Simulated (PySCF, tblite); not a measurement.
# CH₃NO₃Si, a small molecule taken as a stand-in for a surface group (hydroxylated Si): NMR shifts, core binding energies and electronic excitations, part 2 of 2

tblite 0.8.0 and PySCF 2.14.0. Atoms count from 0, parts from 1. The steps go on from the part before.

## 5. Core-electron binding energies: SCAN, X2C

What the job is given:

```
{"job": {"kind": "xps", "holes": 5}, "charge": 0, "multiplicity": 1}
O      0.037124     1.326926    -1.158543
Si     0.218729     0.199011     0.008727
O      0.014937     0.866708     1.485862
O      1.685845    -0.510578    -0.102003
C     -1.089099    -1.108065    -0.229938
N     -1.903708    -1.919522    -0.379563
H     -0.787709     1.818804    -1.206257
H      0.108876     0.310453     2.264427
H      1.937980    -0.938511    -0.925029
```

With the program's defaults for keys left out, this is: delta-SCF UKS SCAN, pcX-2 on the ionised atom, pcseg-1 elsewhere, spin-free X2C.

The program printed:

```text
ground state, core basis on atom 0 (O), 134 functions
  cycle   1  E = -610.29857346  |g| = 1.20e+00
  cycle   2  E = -609.62871878  |g| = 2.21e+00
  cycle   3  E = -610.53100834  |g| = 3.35e-01
  cycle   4  E = -610.54732208  |g| = 2.15e-01
  cycle   5  E = -610.55775276  |g| = 4.69e-02
  cycle   6  E = -610.55824407  |g| = 1.65e-02
  cycle   7  E = -610.55828088  |g| = 6.61e-03
  cycle   8  E = -610.55829005  |g| = 1.04e-03
  cycle   9  E = -610.55828875  |g| = 2.65e-04
  E(ground) = -610.60140708 Eh
hole in O 1s of atom 0
  cycle   1  E = -589.92227745  |g| = 2.22e+00
  cycle   2  E = -589.15401950  |g| = 2.30e+00
  cycle   3  E = -590.38097184  |g| = 8.73e-01
  cycle   4  E = -590.36684337  |g| = 8.56e-01
  cycle   5  E = -590.71501752  |g| = 1.60e-01
  cycle   6  E = -590.72560460  |g| = 7.59e-02
  cycle   7  E = -590.72755768  |g| = 2.43e-02
  cycle   8  E = -590.72781218  |g| = 5.69e-03
  cycle   9  E = -590.72782695  |g| = 2.64e-03
  cycle  10  E = -590.72783104  |g| = 1.74e-03
  cycle  11  E = -590.72783416  |g| = 4.78e-04
  E(ion) = -590.77152117 Eh   <S^2> = 0.7611   hole on atom = 1.000   binding energy = 539.599 eV
ground state, core basis on atom 1 (Si), 145 functions
  cycle   1  E = -610.64444171  |g| = 3.02e-01
  cycle   2  E = -610.64196162  |g| = 1.51e-01
  cycle   3  E = -610.63888395  |g| = 1.87e-01
  cycle   4  E = -610.64481214  |g| = 7.44e-02
  cycle   5  E = -610.64602112  |g| = 1.44e-02
  cycle   6  E = -610.64606413  |g| = 1.43e-03
  cycle   7  E = -610.64606279  |g| = 5.39e-04
  cycle   8  E = -610.64606281  |g| = 1.83e-04
  E(ground) = -610.65131058 Eh
hole in Si 2p of atom 1
  cycle   1  E = -606.30341580  |g| = 1.25e+00
  cycle   2  E = -605.88981084  |g| = 1.39e+00
  cycle   3  E = -606.23148703  |g| = 9.00e-01
  cycle   4  E = -606.57385268  |g| = 2.72e-01
  cycle   5  E = -606.60213544  |g| = 1.09e-01
  cycle   6  E = -606.60624321  |g| = 4.26e-02
  cycle   7  E = -606.60705951  |g| = 8.06e-03
  cycle   8  E = -606.60708838  |g| = 2.41e-03
  cycle   9  E = -606.60709060  |g| = 9.27e-04
  cycle  10  E = -606.60709029  |g| = 4.17e-04
  E(ion) = -606.62238603 Eh   <S^2> = 0.7512   hole on atom = 1.003   binding energy = 109.633 eV
  2p3/2 = 109.420 eV   2p1/2 = 110.045 eV
ground state, core basis on atom 4 (C), 134 functions
  cycle   1  E = -610.52965311  |g| = 7.03e-02
  cycle   2  E = -610.52934636  |g| = 5.96e-02
  cycle   3  E = -610.52983898  |g| = 3.05e-02
  cycle   4  E = -610.52999104  |g| = 1.06e-02
  cycle   5  E = -610.53001121  |g| = 4.66e-03
  cycle   6  E = -610.53001831  |g| = 5.22e-04
  cycle   7  E = -610.53001666  |g| = 7.69e-05
  E(ground) = -610.57729353 Eh
hole in C 1s of atom 4
  cycle   1  E = -599.25583912  |g| = 1.50e+00
  cycle   2  E = -595.01226074  |g| = 2.94e+00
  cycle   3  E = -599.00014124  |g| = 1.25e+00
  cycle   4  E = -599.52705163  |g| = 8.15e-01
  cycle   5  E = -599.74687240  |g| = 3.60e-01
  cycle   6  E = -599.79201125  |g| = 1.10e-01
  cycle   7  E = -599.79896252  |g| = 1.72e-02
  cycle   8  E = -599.79927574  |g| = 8.28e-03
  cycle   9  E = -599.79937894  |g| = 5.85e-03
  cycle  10  E = -599.79945273  |g| = 5.50e-03
  cycle  11  E = -599.79950153  |g| = 2.11e-03
  cycle  12  E = -599.79950896  |g| = 3.66e-04
  E(ion) = -599.84486537 Eh   <S^2> = 0.8262   hole on atom = 1.000   binding energy = 292.044 eV
ground state, core basis on atom 5 (N), 134 functions
  cycle   1  E = -610.53893090  |g| = 7.54e-02
  cycle   2  E = -610.53774077  |g| = 7.81e-02
  cycle   3  E = -610.53754221  |g| = 8.33e-02
  cycle   4  E = -610.53907695  |g| = 3.93e-03
  cycle   5  E = -610.53907852  |g| = 9.19e-04
  cycle   6  E = -610.53907840  |g| = 2.76e-04
  E(ground) = -610.58330567 Eh
hole in N 1s of atom 5
  cycle   1  E = -594.93448424  |g| = 1.84e+00
  cycle   2  E = -591.12493644  |g| = 2.95e+00
  cycle   3  E = -595.01575371  |g| = 1.15e+00
  cycle   4  E = -595.39995845  |g| = 7.71e-01
  cycle   5  E = -595.57745333  |g| = 3.75e-01
  cycle   6  E = -595.62847367  |g| = 8.89e-02
  cycle   7  E = -595.63405567  |g| = 1.77e-02
  cycle   8  E = -595.63444221  |g| = 1.06e-02
  cycle   9  E = -595.63455535  |g| = 8.51e-03
  cycle  10  E = -595.63462410  |g| = 5.81e-03
  cycle  11  E = -595.63465289  |g| = 1.61e-03
  cycle  12  E = -595.63465467  |g| = 3.02e-04
  E(ion) = -595.67885032 Eh   <S^2> = 0.8268   hole on atom = 1.000   binding energy = 405.571 eV
```

Run time: 20 s. Hardware: 1 thread of Arm Neoverse V2, shared host; peak memory 0.45 GiB.

The holes in one table. −ε is the ground-state orbital energy:

```tsv
hole	stands for	environment	ΔSCF (eV; 2p as the shell's mean)	−ε (eV)	⟨S²⟩
O1s on O0	O0, O2, O3	oxygen bonded to Si, H	539.60	517.5	0.761
Si2p on Si1	Si1	silicon bonded to C, 3 O	109.63	98.3	0.751
C1s on C4	C4	carbon bonded to N, Si	292.04	274.4	0.826
N1s on N5	N5	nitrogen bonded to C	405.57	386.4	0.827
```

Each hole run stands for the others of its class of like atoms.

With the spin-orbit splitting: Si1 2p3/2 109.42, 2p1/2 110.04 eV. The table gives each 2p level as the mean over the whole 2p shell (two parts 2p3/2, one part 2p1/2), which differs a little from the single hole in the log.

## 6. Excited states and response: CAM-B3LYP/def2-SVPD

Same as in step 5 but for these lines:

```diff
@@ -1,2 +1,2 @@
-{"job": {"kind": "xps", "holes": 5}, "charge": 0, "multiplicity": 1}
+{"job": {"kind": "uv", "xc": "CAM-B3LYP", "basis": "def2-SVPD", "nstates": 6, "ntriplets": 2, "ip": true}, "charge": 0, "multiplicity": 1}
 O      0.037124     1.326926    -1.158543
```

Level: TDDFT CAM-B3LYP/def2-SVPD, vertical, gas phase, core orbitals frozen in the response.

The program printed:

```text
coarse grid: 8896 points
cycle   1  E = -609.2216761901  dE =  8.132e-01  |g| = 1.099e+00  |ddm| = 4.023e+00
cycle   2  E = -609.0212512355  dE =  2.004e-01  |g| = 1.526e+00  |ddm| = 3.315e+00
cycle   3  E = -609.4493773740  dE = -4.281e-01  |g| = 1.728e-01  |ddm| = 1.809e+00
cycle   4  E = -609.4539384606  dE = -4.561e-03  |g| = 9.451e-02  |ddm| = 2.054e-01
cycle   5  E = -609.4557886191  dE = -1.850e-03  |g| = 8.701e-03  |ddm| = 9.765e-02
cycle   6  E = -609.4558075327  dE = -1.891e-05  |g| = 1.960e-03  |ddm| = 1.781e-02
cycle   7  E = -609.4558086264  dE = -1.094e-06  |g| = 3.656e-04  |ddm| = 3.992e-03
final grid: 83872 points
cycle   8  E = -609.5584122938  dE = -2.061e-05  |g| = 1.163e-03  |ddm| = 3.226e-02
cycle   9  E = -609.5584126425  dE = -3.487e-07  |g| = 6.714e-04  |ddm| = 4.069e-03
cycle  10  E = -609.5584127220  dE = -7.958e-08  |g| = 3.472e-04  |ddm| = 1.047e-03
cycle  11  E = -609.5584127425  dE = -2.049e-08  |g| = 1.482e-04  |ddm| = 3.739e-04
cycle  12  E = -609.5584127466  dE = -4.101e-09  |g| = 5.416e-05  |ddm| = 2.057e-04
cycle  13  E = -609.5584127473  dE = -6.150e-10  |g| = 1.080e-05  |ddm| = 5.260e-05
converged SCF energy = -609.5584127473

Static polarisability (au): isotropic 48.873, principal 44.548 44.563 57.506

Singlet excitations
state   eV       nm        f      main configurations
  1   7.0727    175.3   0.00001   H->L+1 0.36, H-1->L+2 0.35
  2   7.4072    167.4   0.00046   H-1->L+1 0.21, H->L+2 0.21, H-1->L+2 0.16
  3   7.4073    167.4   0.00045   H-1->L+2 0.22, H->L+1 0.21, H-1->L+1 0.16
  4   8.1714    151.7   0.00057   H-2->L+1 0.77
  5   8.1739    151.7   0.00061   H-2->L+2 0.77
  6   8.5773    144.5   0.00558   H->L 0.46, H-3->L 0.16

Triplet excitations (Tamm-Dancoff, eV): 5.8045 6.3446
Vertical ionisation energy (delta-SCF) = 12.6882 eV
```

Run time: 78 s. Hardware: 1 thread of Arm Neoverse V2, shared host; peak memory 0.8 GiB.

Frontier orbitals and where they lie:

```tsv
orbital	eV	atoms
HOMO−3	-12.26	O2 35 %, O0 22 %, N5 11 %
HOMO−2	-11.66	N5 32 %, C4 16 %, O0 14 %
HOMO−1	-11.41	N5 39 %, C4 32 %, O3 16 %
HOMO	-11.41	N5 38 %, C4 32 %, O2 18 %
LUMO	0.25	Si1 37 %, O3 12 %, O2 12 %
LUMO+1	0.52	N5 26 %, C4 25 %, O0 13 %
LUMO+2	0.52	N5 26 %, C4 25 %, Si1 13 %
```

With each of the 6 states as a Gaussian band of 0.4 eV half-width at 1/e, the curve within the window shown has maxima at 167 nm (ε 39), 145 nm (ε 240) L/(mol cm). Beyond the last state computed it falls off for lack of states. The curve at chosen wavelengths:

(nm, ε (L/mol/cm)): (140, 131), (142, 193), (144, 235), (146, 243), (148, 219), (150, 177), (152, 131), (154, 92), (156, 63), (158, 46), (160, 37), (162, 35), (164, 37), (167, 39), (169, 37), (171, 33), (173, 27), (175, 21), (177, 15), (179, 10), (181, 6), (183, 4), (185, 2), (187, 1), (189, 1), (191, 0)

Ground-state properties from the same run:

```tsv
property	computed
dipole moment (D)	1.77
polarisability (Å³)	7.24
HOMO–LUMO gap (eV)	11.66
−ε(HOMO) (eV)	11.41
```

## 7. Outcome

This closing draws on all 2 parts.

| quantity | value |
| --- | --- |
| point group | C3 |
| rotational constants (main isotopes) | 3.87, 2.17, 2.16 GHz |
| ¹³C shifts against TMS (PBE0/pcSseg-2) | 128.8 ppm |
| ¹H shifts against TMS (PBE0/pcSseg-2, means over atoms taken as alike) | 2.30 ppm |
| ¹⁷O shifts against H2O (PBE0/pcSseg-2, means over atoms taken as alike) | 60.5 ppm |
| ²⁹Si shifts against TMS (PBE0/pcSseg-2) | -79.5 ppm |
| ¹⁵N shifts against NH3 (PBE0/pcSseg-2) | 354.1 ppm |
| surface potential, 1st and 99th percentile | -1.56 V and 3.07 V |
| O1s binding energies, SCAN/pcX-2 | O0 539.60 eV |
| Si2p binding energies, SCAN/pcX-2 | Si1 109.63 eV |
| C1s binding energies, SCAN/pcX-2 | C4 292.04 eV |
| N1s binding energies, SCAN/pcX-2 | N5 405.57 eV |
| lowest singlet (CAM-B3LYP/def2-SVPD) | 7.07 eV (175 nm), f = 0.000 |
| brightest single state of those computed | state 6, 8.58 eV, f = 0.006 |
| lowest triplet | 5.80 eV |
| vertical ionisation energy (ΔSCF) | 12.69 eV |

What this shows: The optimisation took 10 steps and gained 0.170 eV; among the close pairs (by a distance rule), O3–H8 changed most, from 0.916 to 0.961 Å (PBE0/def2-SVP). At PBE0/pcSseg-2: The widest tensor belongs to N5: span 585 ppm, with a paramagnetic part of -425 ppm. The first singlet state (HOMO→LUMO+1 0.36, HOMO−1→LUMO+2 0.35) lies at 7.07 eV and is dark; of the 6 states computed, the strongest absorption comes from state 6 at 8.58 eV (the last computed, so partners may be missing). The lowest triplet lies 1.27 eV below the lowest singlet (triplets in Tamm-Dancoff, singlets in full TDDFT). The orbital energy would give 11.41 eV for ionisation, ΔSCF gives 12.69 eV. In this run the hole sits in HOMO−2, not in the HOMO; unless the two are degenerate, this need not be the first ionisation.
